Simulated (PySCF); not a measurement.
# C7H6OS: the cost of one run

Computed with PySCF 2.14.0 and routines of our own; the level stands in each step. Atoms count from 0.

### 1 The starting structure

15 atoms, charge 0, multiplicity 1; geometry from: GFN2-xTB.

### 2 Optimising the geometry at PBE0-D3(BJ)/def2-SVP

What the job is given:

```
{"job": {"xc": "PBE0", "basis": "def2-SVP", "d3": "d3bj", "grid": 2, "kind": "geom"}, "charge": 0, "multiplicity": 1}
O      2.927182    -0.709242     0.018421
C      1.617291    -0.382838     0.011661
C      0.691560    -1.371556    -0.331961
C     -0.649616    -1.080464    -0.350011
C     -1.113873     0.203884    -0.027026
C     -2.509722     0.522421    -0.040664
S     -3.715895    -0.506297    -0.420606
C     -0.175398     1.186744     0.315114
C      1.170383     0.898496     0.333898
H      3.464446     0.052926     0.269738
H      1.058744    -2.354916    -0.578266
H     -1.370734    -1.838904    -0.614353
H     -2.772439     1.542973     0.227008
H     -0.514742     2.181098     0.566148
H      1.888401     1.663664     0.598987
```

On the command line:

```bash
$ OMP_NUM_THREADS=1 python excited_run.py task.json out
```

The driver reads the jobs from task.json and runs them one after another.

**Question.** How long does this first job take on 1 thread of Arm Neoverse N1, shared host, and how much memory does it need?

About 1.8 min, with a peak of 0.76 GiB.
